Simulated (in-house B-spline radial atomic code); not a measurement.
**Nb⁺: ionisation energy by several methods**

An exercise on one series of results from a longer session: the logs are not shown, and one member is left open.

Method: scalar-relativistic (X2C), several functionals, spin-polarised; spherical all-electron atom at the radial basis limit. Code: in-house B-spline radial atomic code version 1.

## What is computed

- element: niobium (Z = 41)
- charge: +1
- electrons: 40
- configuration: [Kr] 4d4
- nucleus: Fermi, rms radius 4.324 fm

Outer shells as boxes (Hund's rule):

[Kr] 4d4
```
[Kr] core
4d [↑ ][↑ ][↑ ][↑ ][  ]
```

Where spins are not typed, each open shell is filled with up spins first.

The first run:

The run's settings:

```ini
Z = 41
electrons = 40.0
configuration = [Kr] 4d4
hamiltonian = x2c
method = hf
spin_polarised = True
nucleus = fermi
rms_radius = 4.324
mass_number = 93
atomic_mass = 92.90637317
speed_of_light = 137.035999084
```

Among the steps run: Hartree-Fock; r2SCAN, a meta-GGA; M06-L, a meta-GGA; BLYP, a GGA; PW91, a GGA; LDA (VWN5).

One of the session's tables, all rows but one given; the rest of the session is left out.

| method | ΔSCF (eV) |
| --- | --- |
| LDA (VWN5) | 15.043 |
| BLYP | ? |
| PW91 | 14.979 |
| r2SCAN | 14.954 |
| M06-L | 14.488 |
| Hartree-Fock | 13.532 |

Estimate the missing values for BLYP.

The run gave: ΔSCF (eV): 14.671. In the column «ΔSCF (eV)» it lies between M06-L (14.488) and r2SCAN (14.954).

Members of this set that are not shown: 12 used exact exchange with fractional occupations of an open shell, which is unsound here.
